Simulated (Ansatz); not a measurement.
# BClH6N2: the cost of one run

Method: RKS PBE-D4/def2-SVP, in Ansatz 0.2.0.

## Step 1: The structure to begin with

Bond lengths: B1–Cl2 2.210 Å, B1–N3 1.550 Å, N3–H4 1.060 Å, N3–H5 1.060 Å, B1–N6 1.550 Å, N6–H7 1.060 Å, N6–H8 1.060 Å, Cl2–H10 1.516 Å. Angles: B1–Cl2–H10 56.2°, Cl2–B1–N3 120.0°, Cl2–B1–N6 120.0°, N3–B1–N6 120.0°, B1–N3–H4 120.0°, B1–N3–H5 120.0°, H4–N3–H5 120.0°, B1–N6–H7 120.0°, B1–N6–H8 120.0°, H7–N6–H8 120.0°.

Structure file:

```xyz
10

B     0.0000    0.0000    0.0000
Cl    0.0000    0.0000    2.2100
N     1.3423    0.0000   -0.7750
H     1.8089   -0.9179   -1.0268
H     1.7937    0.9179   -1.0532
N    -1.3423    0.0000   -0.7750
H    -2.0112   -0.8164   -0.6764
H    -1.5914    0.8164   -1.4036
H    -0.1864    1.4017    0.4698
H    -0.1660    1.2482    1.3665
```

## Step 2: A restrained relaxation towards end A

Springs on the bonds that form and break draw the guess towards this end; the thresholds are loose.

The input, input.yaml:

```yaml
crystal:
  periodic: [false, false, false]
  atoms:
    - { symbol: B, position_ang: [0.0, 0.0, 0.0] }
    - { symbol: Cl, position_ang: [0.0, 0.0, 2.21] }
    - { symbol: "N", position_ang: [1.3423, 0.0, -0.775] }
    - { symbol: H, position_ang: [1.8089, -0.9179, -1.0268] }
    - { symbol: H, position_ang: [1.7937, 0.9179, -1.0532] }
    - { symbol: "N", position_ang: [-1.3423, 0.0, -0.775] }
    - { symbol: H, position_ang: [-2.0112, -0.8164, -0.6764] }
    - { symbol: H, position_ang: [-1.5914, 0.8164, -1.4036] }
    - { symbol: H, position_ang: [-0.1864, 1.4017, 0.4698] }
    - { symbol: H, position_ang: [-0.166, 1.2482, 1.3665] }
basis:
  gaussian: { orbitals: def2-SVP }
hamiltonian:
  xc: pbe
  dispersion: d4
relax:
  f_tol: 0.15
  max_steps: 25
  restrain:
    - { distance: [0, 8], at: 2.39, k: 30.0 }
    - { distance: [9, 1], at: 2.57, k: 30.0 }
    - { distance: [0, 1], at: 1.86, k: 30.0 }
    - { distance: [9, 8], at: 0.66, k: 30.0 }
```

On the command line:

```bash
> ansatz run input.yaml --threads 2 --pin off --max-ram 3072MiB --backend cpu --events-out ev --progress --plain --runs-dir out
```

**Question.** How long does this run take on 2 threads of AMD EPYC 9R45 (Zen 5), shared host, and how much memory does it need?

About 9.5 s, with a peak of 0.14 GiB.
